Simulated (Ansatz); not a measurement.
# C3H3FO2Sn: reading failed and doubtful runs

4 inputs were typed for C3H3FO2Sn. Each is run as it stands; the log then has to tell whether the result can be used.

Method: the settings change from run to run; program: Ansatz 0.2.0, Gaussian basis.

2 further runs of the same task are left out: 2 that didn't finish. Runs told in other sessions of the task aren't counted.

## (1) The geometry

The structure was relaxed beforehand with PBE0-D4 in a triple-zeta def2 set. Sn takes a core potential in def2 sets; no spin-orbit term is included.

SMILES `[F][Sn-]1[O]C=CC=[O+]1`, 10 atoms, charge 0, spin multiplicity 1.

Atoms are counted from 1 here; the program's logs count them from 0.

Bond lengths: F1–Sn2 1.949 Å, Sn2–O3 2.162 Å, Sn2–O7 2.162 Å, O3–C4 1.263 Å, C4–C5 1.390 Å, C4–H8 1.097 Å, C5–C6 1.390 Å, C5–H9 1.081 Å, C6–O7 1.263 Å, C6–H10 1.097 Å. Angles: F1–Sn2–O3 89.5°, F1–Sn2–O7 89.5°, O3–Sn2–O7 84.3°, Sn2–O3–C4 126.1°, O3–C4–C5 127.8°, O3–C4–H8 115.2°, C5–C4–H8 117.0°, C4–C5–C6 124.5°, C4–C5–H9 117.7°, C6–C5–H9 117.7°, C5–C6–O7 127.8°, C5–C6–H10 117.0°, O7–C6–H10 115.2°, Sn2–O7–C6 126.1°.

## (2) Try 1

in.yaml reads:

```yaml
crystal:
  periodic: [false, false, false]
  atoms:
    - {symbol: F, position_ang: [1.411946, -2.411455, -0.443532]}
    - {symbol: Sn, position_ang: [0.750620, -1.834615, 1.481412]}
    - {symbol: O, position_ang: [-1.115511, -1.038638, 0.706106]}
    - {symbol: C, position_ang: [-1.315755, -0.278250, -0.007329]}
    - {symbol: C, position_ang: [-0.230906, 0.774610, -0.557481]}
    - {symbol: C, position_ang: [0.892796, 1.103988, 0.023577]}
    - {symbol: O, position_ang: [1.421748, 0.138433, 0.827932]}
    - {symbol: H, position_ang: [-2.332814, -0.191442, -0.677867]}
    - {symbol: H, position_ang: [-0.698166, 1.700283, -1.135699]}
    - {symbol: H, position_ang: [1.408419, 1.808799, -0.081530]}
basis:
  gaussian: {orbitals: def2-SVP, fitting: {mean_field: cc-pVTZ-jkfit}}
magnetization: {spin_polarized: true, initial_magnetization: 2}
hamiltonian: {xc: {name: PBE-QIDH}}
```

Run with:

```console
$ ansatz run in.yaml --threads 4 --pin off --events-out ev --progress --plain --max-ram 11315MiB
```

What it wrote:

```text
Functional definition: PBE-QIDH
  name "PBE-QIDH"
  cite "Brémond, Sancho-García, Pérez-Jiménez & Adamo, J. Chem. Phys. 141, 031101 (2014) doi:10.1063/1.4890314"
  cite "Perdew, Burke & Ernzerhof, Phys. Rev. Lett. 77, 3865 (1996) doi:10.1103/PhysRevLett.77.3865"
  parameter a = 3^(-1/3)
  parameter c = 1/3
  exchange = (1 - a)*pbe_x + a*exact_x
  correlation = (1 - c)*pbe_c + c*(mp2_os + mp2_ss)
Error: <dir> the basis set cc-pVTZ-JKFIT has no functions for Sn
```

It took 0.05 s on 4 threads of Arm Neoverse V2, shared host.

Diagnosis: The program refused the input. The fitting set named has no entry for an element of this molecule. Cure: leave the fitting key out, or name a set that covers all elements and suits the basis. The input also asks for charge 0 and multiplicity 3, not those of the species named; set them back first. Its coordinates are also moved off the relaxed structure.

## (3) Try 2

in.yaml reads:

```yaml
crystal:
  periodic: [false, false, false]
  atoms:
    - {symbol: F, position_ang: [1.332337, -2.405987, -0.373753]}
    - {symbol: Sn, position_ang: [0.848201, -1.770613, 1.404256]}
    - {symbol: O, position_ang: [-1.076280, -1.152116, 0.637802]}
    - {symbol: C, position_ang: [-1.293040, -0.170972, -0.128211]}
    - {symbol: C, position_ang: [-0.417267, 0.853580, -0.468305]}
    - {symbol: C, position_ang: [0.867519, 0.993524, 0.043639]}
    - {symbol: O, position_ang: [1.471488, 0.221239, 0.840632]}
    - {symbol: H, position_ang: [-2.303022, -0.125506, -0.554153]}
    - {symbol: H, position_ang: [-0.776243, 1.619066, -1.142271]}
    - {symbol: H, position_ang: [1.429406, 1.886583, -0.256837]}
basis:
  gaussian: {orbitals: STO-3G}
hamiltonian: {xc: {name: HF}}
correlation: {method: mp2, frozen_orbitals: {F: 9}}
```

The command is unchanged.

What it wrote:

```text
Functional definition: HF
  name "HF"
  cite "Fock, Z. Phys. 61, 126 (1930) doi:10.1007/BF01340294"
  parent pbe
  exchange = exact_x
  correlation = 0
Error: "frozen_orbitals" has no count for Sn
```

Run time: 0.05 s. Hardware: 4 threads of Arm Neoverse V2, shared host.

**Diagnosis.** Refused before any calculation. Frozen orbitals are typed for one element alone, and the program wants a count for each. Cure: leave frozen_orbitals out, or give every element a count that its core really has.

## (4) Try 3

in.yaml reads:

```yaml
crystal:
  periodic: [false, false, false]
  atoms:
    - {symbol: F, position_ang: [0.767426, -1.385849, -0.215282]}
    - {symbol: Sn, position_ang: [0.488564, -1.189852, 0.943660]}
    - {symbol: O, position_ang: [-0.619937, -0.774222, 0.367374]}
    - {symbol: C, position_ang: [-0.744791, -0.098480, -0.073850]}
    - {symbol: C, position_ang: [-0.240346, 0.491662, -0.269744]}
    - {symbol: C, position_ang: [0.582973, 0.667648, 0.025136]}
    - {symbol: O, position_ang: [0.988840, 0.127434, 0.484204]}
    - {symbol: H, position_ang: [-1.547631, -0.084340, -0.372391]}
    - {symbol: H, position_ang: [-0.447116, 0.932582, -0.767606]}
    - {symbol: H, position_ang: [0.823338, 1.267783, -0.147938]}
basis:
  gaussian: {orbitals: def2-mTZVP}
magnetization: {spin_polarized: true, initial_magnetization: 2}
hamiltonian: {xc: {name: CAM-B3LYP}, dispersion: d4}
```

The command is unchanged.

What it wrote, cut to the lines that bear on the results:

```text
Functional definition: CAM-B3LYP
  name "CAM-B3LYP"
  cite "Yanai, Tew & Handy, Chem. Phys. Lett. 393, 51 (2004) doi:10.1016/j.cplett.2004.06.011"
  cite "Iikura, Tsuneda, Yanai & Hirao, J. Chem. Phys. 115, 3540 (2001) doi:10.1063/1.1383587"
  cite "Becke, Phys. Rev. A 38, 3098 (1988) doi:10.1103/PhysRevA.38.3098"
  cite "Lee, Yang & Parr, Phys. Rev. B 37, 785 (1988) doi:10.1103/PhysRevB.37.785"
  cite "Vosko, Wilk & Nusair, Can. J. Phys. 58, 1200 (1980) doi:10.1139/p80-159"
[...]
  # Exact exchange under (alpha + beta erf(omega r))/r, Becke's under what is left of 1/r.
[...]
1522 factors; their error is unknown
402 factors; integrals over basis functions are off by at most 5.3e-6 eV
[...]
mean field -15627.50379325 eV, -574.3001716995 hartree, gradient 2.0e-5 eV, S^2 2.002082; 6 other end points of the search recorded, 0 dependent functions left out
reference -15627.50390214 eV, -574.3001757010 hartree; 35, 33 occupied and 134, 136 virtual orbitals, 1522 factors
Total energy: -15627.76889778 eV, -574.3099141113 hartree
```

Run time: 16 s. Hardware: 4 threads of Arm Neoverse V2, shared host; peak memory 1.2 GiB.

**Diagnosis.** The run converged, but a converged run isn't a right one. The geometry is squeezed well below its size. The shortest distance is 0.67 Å (C6–H10), against 1.08 Å in the relaxed molecule. It also asks for charge 0 and multiplicity 3, another species or state than the molecule above. Its coordinates are also moved off the relaxed structure (shortest distance 0.67 Å, against 1.08 Å), and have to be restored too. Its energy is no property of the relaxed molecule. Cure: use the relaxed coordinates, and set charge and spin to those of the species named.

## (5) Try 4

in.yaml reads:

```yaml
crystal:
  periodic: [false, false, false]
  atoms:
    - {symbol: F, position_ang: [1.332337, -2.405987, -0.373753]}
    - {symbol: Sn, position_ang: [0.848201, -1.770613, 1.404256]}
    - {symbol: O, position_ang: [-1.076280, -1.152116, 0.637802]}
    - {symbol: C, position_ang: [-1.293040, -0.170972, -0.128211]}
    - {symbol: C, position_ang: [-0.417267, 0.853580, -0.468305]}
    - {symbol: C, position_ang: [0.867519, 0.993524, 0.043639]}
    - {symbol: O, position_ang: [1.471488, 0.221239, 0.840632]}
    - {symbol: H, position_ang: [-2.303022, -0.125506, -0.554153]}
    - {symbol: H, position_ang: [-0.776243, 1.619066, -1.142271]}
    - {symbol: H, position_ang: [1.429406, 1.886583, -0.256837]}
basis:
  gaussian: {orbitals: def2-SVPD}
magnetization: {spin_polarized: true, initial_magnetization: 1}
hamiltonian: {xc: {name: r2SCAN0}, dispersion: d3bjatm}
output: {forces: true}
```

The command is unchanged.

What it wrote:

```text
Error: a molecule whose nuclei and cores have a total charge of 68 cannot have a net charge of 0 together with 1 unpaired electrons
```

Run time: 0.05 s. Hardware: 4 threads of Arm Neoverse V2, shared host.

**Diagnosis.** Refused before any calculation. The number of unpaired electrons doesn't fit the electron count. To mend it, make charge and initial_magnetization agree: an even electron count takes an even number of unpaired electrons.

## (6) Summary

```
try                 level      ended                                                                                    cause    time
  1     PBE-QIDH/def2-SVP    refused                       the fitting set named has no entry for an element of this molecule  0.05 s
  2            MP2/STO-3G    refused  frozen orbitals are typed for one element alone, and the program wants a count for each  0.05 s
  3  CAM-B3LYP/def2-mTZVP  converged                                             the geometry is squeezed well below its size    16 s
  4     r2SCAN0/def2-SVPD    refused                          the number of unpaired electrons doesn't fit the electron count  0.05 s
```

3 refused, 1 converged. A refusal costs next to no computing time. The dangerous case is the input that converges on a wrong geometry, charge, spin, basis or grid: often only a look at the input shows it.
